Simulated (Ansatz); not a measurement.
This script makes a test of the smearing width of CsK3, space group Pm-3m with the Python package of Ansatz (0.2.0).

`csk3_smear.py`
```python
# -*- coding: utf-8 -*-
import csv
import warnings

import ansatz as az

warnings.simplefilter("ignore", az.DeckWarning)

lattice = az.Lattice.of(
    (7.034294, 0.0, 0.0),
    (0.0, 7.034294, 0.0),
    (0.0, 0.0, 7.034294),
)
sites = [
    ("K", (0.0, 0.5, 0.5)),
    ("K", (0.5, 0.0, 0.5)),
    ("K", (0.5, 0.5, 0.0)),
    ("Cs", (0.0, 0.0, 0.0)),
]
system = az.Crystal(lattice=lattice)
for symbol, position in sites:
    system = system.atom(symbol, position)

setup = (
    system.calculation()
    .kpoints(length=24)
    .basis(19 * az.Ha)
    .functional("r2scan")
    .forces()
    .stress()
)

rows = []
for value in [0.3, 0.2, 0.1, 0.05]:
    data = setup.occupations("gaussian", width=value).run(threads=1, backend="cpu").report
    rows.append((value, data["free_energy_ev"] / len(data["lattice"]["sites"]), data["n_iterations"], sum(data["stress_gpa"][i][i] for i in range(3)) / 3, max(abs(f) for row in data["forces_ev_ang"] for f in row), data["n_kpoints"]))

with open("smear.csv", "w", newline="") as handle:
    writer = csv.writer(handle)
    writer.writerow(["width (eV)", "F/atom (eV)", "iterations", "P (GPa)", "max component (eV/A)", "k-points"])
    writer.writerows([round(v, 5) if isinstance(v, float) else v for v in row] for row in rows)

for row in rows[:-1]:
    shift = 1000 * (row[1] - rows[-1][1])
    print(f"{row[0]}: {shift:+.2f} meV/atom" + ("  (within 1 meV)" if abs(shift) < 1 else ""))
```

How much does the free energy per atom change between the narrowest and the widest smearing, and why?

Going from 0.05 to 0.3 eV changes F by -28.8 meV an atom. With this scheme F falls roughly as the square of the width; the report's estimate for zero width (energy_sigma0_ev) moves by only -1.9 meV. The pressure moves from 0.03 to 0.05 GPa.

The run itself:

Output of `python csk3_smear.py`:
```text
0.3: -28.80 meV/atom
0.2: -12.40 meV/atom
0.1: -2.87 meV/atom
```

It writes `smear.csv`:
```csv
width (eV),F/atom (eV),iterations,P (GPa),max component (eV/A),k-points
0.3,-2578.32699,7,0.05336,0.0,4
0.2,-2578.31059,6,0.04421,0.0,4
0.1,-2578.30107,6,0.03575,0.0,4
0.05,-2578.29819,6,0.03155,0.0,4
```

Notes:
- The mesh is modest for a metal, so energies can be off by several to tens of meV an atom and pressures by half a GPa or more; differences at equal mesh fare better.
- The free energy holds a sizeable smearing term, which stands for no physical temperature.
- Forces vanish by symmetry here and test nothing.
- The narrowest width needs the finest mesh, so the last row is no converged reference.
- Pressure is positive in compression.
- The structure comes from a database of computed cells and needn't be a stable or known phase.
- The whole script took 30 s on 1 thread of Intel(R) Xeon(R) Processor @ 2.30GHz, with other jobs on the host, peak memory 1.3 GiB.
